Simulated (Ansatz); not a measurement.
A first try at an equation of state with a fit of LaIn3, space group Pm-3m, using the Python package of Ansatz (0.2.0).

`eos_lain3.py`
```python
import ansatz
import numpy as np
from pymatgen.analysis.eos import EOS

CUTOFF_EV = 530
FILLING = "Methfessel-Paxton"
SMEARING_WIDTH = 0.1
KMESH = (5, 5, 5)

VECTORS = np.array([
    [4.77405, 0.0, 0.0],
    [0.0, 4.77405, 0.0],
    [0.0, 0.0, 4.77405],
])
SITES = [
    ("La", [0.0, 0.0, 0.0]),
    ("In", [0.5, 0.0, 0.5]),
    ("In", [0.0, 0.5, 0.5]),
    ("In", [0.5, 0.5, 0.0]),
]


def make_crystal(cell):
    crystal = ansatz.Crystal(lattice=ansatz.Lattice.of(cell))
    for symbol, position in SITES:
        crystal = crystal.atom(symbol, position)
    return crystal

volumes, energies, pressures = [], [], []
for scale in np.linspace(0.94, 1.06, 7):
    cell = VECTORS * scale ** (1 / 3)
    calculation = (
        make_crystal(cell).calculation()
        .basis(CUTOFF_EV)
        .functional(ansatz.Functional.R2SCAN)
        .occupations(FILLING, width=SMEARING_WIDTH)
        .kpoints(*KMESH)
        .stress()
    )
    rep = calculation.run(threads=1).report
    volume.append(abs(np.linalg.det(cell)) / len(SITES))
    energies.append(rep["free_energy_ev"] / len(SITES))
    pressures.append(np.trace(rep["stress_gpa"]) / 3)
    print(f"V = {volumes[-1]:8.4f} A^3/atom  F = {energies[-1]:.5f} eV/atom  P = {pressures[-1]:8.3f} GPa")

for form in ["murnaghan", "vinet"]:
    fit = EOS(eos_name=form).fit(volumes, energies)
    print(f"{form:18s} V0 {fit.v0:8.4f} A^3/atom  B0 {fit.b0_GPa:7.1f} GPa  B1 {fit.b1:5.2f}")
```

```console
$ python eos_lain3.py
Traceback (most recent call last):
  File "eos_lain3.py", line 41, in <module>
    volume.append(abs(np.linalg.det(cell)) / len(SITES))
    ^^^^^^
NameError: name 'volume' is not defined. Did you mean: 'volumes'?
```

Find the fault and give the corrected script.

The fault: a variable's name is misspelt. The change:

```diff
--- before
+++ after
@@ -40,3 +40,3 @@
     rep = calculation.run(threads=1).report
-    volume.append(abs(np.linalg.det(cell)) / len(SITES))
+    volumes.append(abs(np.linalg.det(cell)) / len(SITES))
     energies.append(rep["free_energy_ev"] / len(SITES))
```

After the fix:

Output of `python eos_lain3.py`:
```text
V =  25.5699 A^3/atom  F = -5775.61199 eV/atom  P =    3.162 GPa
V =  26.1139 A^3/atom  F = -5775.62022 eV/atom  P =    1.716 GPa
V =  26.6580 A^3/atom  F = -5775.62387 eV/atom  P =    0.466 GPa
V =  27.2020 A^3/atom  F = -5775.62360 eV/atom  P =   -0.600 GPa
V =  27.7460 A^3/atom  F = -5775.61997 eV/atom  P =   -1.513 GPa
V =  28.2901 A^3/atom  F = -5775.61346 eV/atom  P =   -2.301 GPa
V =  28.8341 A^3/atom  F = -5775.60446 eV/atom  P =   -2.989 GPa
murnaghan          V0  26.8860 A^3/atom  B0    53.3 GPa  B1  6.63
vinet              V0  26.8870 A^3/atom  B0    53.5 GPa  B1  6.51
```

Reading the output:
- Total energies depend on the potentials; only differences at equal settings carry meaning.
- For a metal this k-point mesh is coarse: on a finer one energies can move by several to tens of meV an atom and pressures by half a GPa or more, differences at one mesh by less.
- Pressure is positive in compression.
- This cell is a computed structure, which may not be the phase found in nature.
- Wall time of the script: 36 s on 1 thread of Arm Neoverse V2, with other jobs on the host, peak memory 0.83 GiB.

(Lines on the test bed's own set-up are left out of the output.)
